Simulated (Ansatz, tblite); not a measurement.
**The cluster Be2Te3: one state, many levels**

How do method and basis change the picture of the cluster Be2Te3 (singlet)?

Program: Ansatz 0.2.0, Gaussian basis. Level of theory: as each input shows. These are calculated values, not measurements.

Plan: GFN1-xTB, GFN2-xTB, PBE-D4/def2-TZVP, r2SCAN-D4/def2-TZVP, PBE-QIDH/def2-TZVP, BHLYP-D4/def2-TZVP, PBE-D4/def2-SVP, PBE0-D4/def2-SVP, PBE0-D4/def2-TZVPD, PBE-D4/def2-TZVPD, r2SCAN-D4/def2-TZVPD, CCSD(T)/def2-TZVPP, MP2/def2-TZVP, RPA/def2-TZVP.

7 further runs of the same task are left out: 7 set aside as unsound or not needed. Runs told in other sessions of the task aren't counted.

### Step 1. The relaxed structure

The geometry is that of the singlet, from an earlier relaxation (PBE0-D4/def2-SVP). At that level it is the lowest of the isomers that a small search found.

5 atoms, charge 0, spin multiplicity 1.

Bond lengths: Be1–Te4 2.249 Å, Be1–Te5 2.248 Å, Be2–Te3 2.249 Å, Be2–Te5 2.248 Å, Te3–Te4 2.814 Å. Angles: Te4–Be1–Te5 152.6°, Te3–Be2–Te5 152.6°, Be2–Te3–Te4 84.9°, Be1–Te4–Te3 84.9°, Be1–Te5–Be2 65.0°.

As a file:

```xyz
5

Be    0.2716   -1.2839   -0.0473
Be    0.7420    1.0813    0.0687
Te   -1.4155    1.7165    0.0264
Te   -1.9641   -1.0410   -0.0977
Te    2.3660   -0.4730    0.0498
```

Te takes a core potential in the def2 sets. No spin-orbit coupling is included.

PBE0-D4/def2-TZVP was run before; its log isn't repeated, and its numbers join the tables.

### Step 2. GFN1-xTB

Tight binding, by tblite at 300 K electronic temperature and without a spin-polarisation term:

```python
tblite.interface.Calculator('GFN1-xTB', numbers, positions, charge=0, uhf=0).singlepoint()
```

Energy -352.5263 eV, HOMO -8.96 eV, LUMO -6.66 eV; 0.004 s.

### Step 3. GFN2-xTB

Tight binding, by tblite at 300 K electronic temperature and without a spin-polarisation term:

```python
tblite.interface.Calculator('GFN2-xTB', numbers, positions, charge=0, uhf=0).singlepoint()
```

Energy -290.9337 eV, HOMO -7.28 eV, LUMO -4.47 eV; 0.009 s.

### Step 4. PBE-D4/def2-TZVP

start.molden holds the orbitals of an earlier run on this state, given as this run's starting guess.

Contents of in.yaml:

```yaml
crystal:
  periodic: [false, false, false]
  atoms:
    - {symbol: Be, position_ang: [0.271588, -1.283950, -0.047316]}
    - {symbol: Be, position_ang: [0.742007, 1.081347, 0.068716]}
    - {symbol: Te, position_ang: [-1.415469, 1.716541, 0.026447]}
    - {symbol: Te, position_ang: [-1.964094, -1.040957, -0.097690]}
    - {symbol: Te, position_ang: [2.365968, -0.472981, 0.049842]}
basis:
  gaussian: {orbitals: def2-TZVP, initial_orbitals: start.molden}
hamiltonian: {xc: pbe, dispersion: d4}
scf: {omitted_lower_state_checks: [starts]}
output: {orbitals: {seedname: orbitals}}
```

Launch:

```
ansatz run in.yaml --threads 4 --pin off --events-out ev --progress --plain --max-ram 4787MiB
```

The runs that follow: r2SCAN-D4/def2-TZVP; PBE-QIDH/def2-TZVP; BHLYP-D4/def2-TZVP; PBE-D4/def2-SVP; PBE0-D4/def2-SVP; PBE0-D4/def2-TZVPD; PBE-D4/def2-TZVPD; r2SCAN-D4/def2-TZVPD; CCSD(T)/def2-TZVPP; MP2/def2-TZVP; RPA/def2-TZVP.

**Question.** What will the summary of the whole plan be? Wanted: gap in def2-TZVP, named functionals, smallest and largest; correlation energy, CCSD(T)/def2-TZVPP; correlation energy, MP2/def2-TZVP; binding an atom, CCSD(T)/def2-TZVPP; PBE0 total energy, smallest basis above largest.

As calculated:

| quantity | value |
| --- | --- |
| gap in def2-TZVP, named functionals, smallest and largest | 1.65 eV (PBE-D4), 4.86 eV (BHLYP-D4) |
| correlation energy, CCSD(T)/def2-TZVPP | -40.10 eV |
| correlation energy, MP2/def2-TZVP | -40.90 eV |
| binding an atom, CCSD(T)/def2-TZVPP | 2.208 eV |
| PBE0 total energy, smallest basis above largest | 1.70 eV (def2-SVP, def2-TZVPD) |

In words: Orbital gaps of the named functionals in def2-TZVP span 1.65 eV (PBE-D4) to 4.86 eV (BHLYP-D4); exact exchange widens it. The functionals in def2-TZVP miss CCSD(T)/def2-TZVPP by +0.157 (BHLYP-D4) to +0.420 eV (PBE-D4) an atom. CCSD(T)/def2-TZVPP isn't at the basis-set limit; small misses against it rank nothing.
